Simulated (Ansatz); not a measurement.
# C7H6: the cost of one run

Program: Ansatz 0.2.0. Level of theory: the levels named in each step. These are calculated values, not measurements.

**1. The system as given**

Bond lengths: C1–C2 1.290 Å, C2–C3 1.312 Å, C3–C4 1.460 Å, C4–C5 1.346 Å, C5–C6 1.449 Å, C3–C7 1.462 Å, C6–C7 1.346 Å, C1–H8 1.076 Å, C1–H9 1.081 Å, C4–H10 1.073 Å, C5–H11 1.075 Å, C6–H12 1.075 Å, C7–H13 1.073 Å. Angles (14 of 19 angles, heavy atoms first): C1–C2–C3 179.9°, C2–C3–C4 127.0°, C2–C3–C7 127.0°, C4–C3–C7 106.0°, C3–C4–C5 107.8°, C4–C5–C6 109.2°, C5–C6–C7 109.2°, C3–C7–C6 107.8°, C2–C1–H8 122.1°, C2–C1–H9 121.7°, C3–C4–H10 123.7°, C5–C4–H10 128.4°, C4–C5–H11 126.8°, C6–C5–H11 124.1°.

Coordinates:

```xyz
13

C     2.8778   -0.3224    0.0713
C     1.5969   -0.1772    0.0405
C     0.2931   -0.0302    0.0099
C    -0.4539    1.0702   -0.5927
C    -1.7651    0.8299   -0.4056
C    -1.9226   -0.4189    0.3115
C    -0.7076   -0.9407    0.5630
H     3.4139   -0.8370   -0.7074
H     3.4744    0.0692    0.8832
H     0.0079    1.9042   -1.0860
H    -2.5846    1.4483   -0.7256
H    -2.8732   -0.8399    0.5863
H    -0.4661   -1.8532    1.0743
```

**2. A rough first relaxation, PBE-D4/def2-SVP**

This run stands in another session on the same molecule. It ended at:

```xyz
13

C     2.9166   -0.3253    0.0743
C     1.6135   -0.1795    0.0408
C     0.2874   -0.0316    0.0071
C    -0.4565    1.0889   -0.6027
C    -1.7898    0.8410   -0.4108
C    -1.9491   -0.4238    0.3158
C    -0.7142   -0.9578    0.5728
H     3.4558   -0.8568   -0.7296
H     3.5185    0.0785    0.9075
H     0.0121    1.9420   -1.1064
H    -2.6189    1.4807   -0.7436
H    -2.9141   -0.8637    0.6030
H    -0.4704   -1.8902    1.0946
```

**3. Relaxation, PBE0-D4/def2-TZVP**

This run stands in another session on the same molecule. It ended at:

```xyz
13

C     2.8814   -0.3209    0.0732
C     1.5954   -0.1783    0.0409
C     0.2892   -0.0328    0.0077
C    -0.4503    1.0769   -0.5962
C    -1.7636    0.8344   -0.4081
C    -1.9228   -0.4230    0.3143
C    -0.7065   -0.9484    0.5671
H     3.4088   -0.8420   -0.7203
H     3.4703    0.0769    0.8943
H     0.0099    1.9177   -1.0924
H    -2.5791    1.4641   -0.7367
H    -2.8730   -0.8550    0.5977
H    -0.4688   -1.8672    1.0813
```

**4. Relaxation, PBE0-D4/def2-SVP**

File input.yaml:

```yaml
crystal:
  periodic: [false, false, false]
  atoms:
    - { symbol: C, position_ang: [2.88143326, -0.3209414, 0.07321371] }
    - { symbol: C, position_ang: [1.59539028, -0.17826089, 0.04085624] }
    - { symbol: C, position_ang: [0.28919106, -0.03279917, 0.00766407] }
    - { symbol: C, position_ang: [-0.45028496, 1.07692112, -0.59618197] }
    - { symbol: C, position_ang: [-1.76362368, 0.83435569, -0.40805673] }
    - { symbol: C, position_ang: [-1.92278054, -0.42301843, 0.31429393] }
    - { symbol: C, position_ang: [-0.70654434, -0.94842383, 0.56713913] }
    - { symbol: H, position_ang: [3.40881719, -0.84197209, -0.72031328] }
    - { symbol: H, position_ang: [3.47030468, 0.07688542, 0.89431988] }
    - { symbol: H, position_ang: [0.009908, 1.91768091, -1.09243838] }
    - { symbol: H, position_ang: [-2.57914534, 1.46414564, -0.73670065] }
    - { symbol: H, position_ang: [-2.87299138, -0.85501886, 0.59771639] }
    - { symbol: H, position_ang: [-0.46884423, -1.86715412, 1.08125764] }
basis:
  gaussian: { orbitals: def2-SVP }
hamiltonian:
  xc: pbe0
  dispersion: d4
relax:
  f_tol: 0.004
  max_steps: 80
```

Run with:

```
> ansatz run input.yaml --threads 4 --pin off --max-ram 10240MiB --backend cpu --events-out ev --progress --plain --runs-dir out
```

Q: Estimate wall time and peak memory on 4 threads of Arm Neoverse V1, shared host.

About 16 s, with a peak of 0.33 GiB.
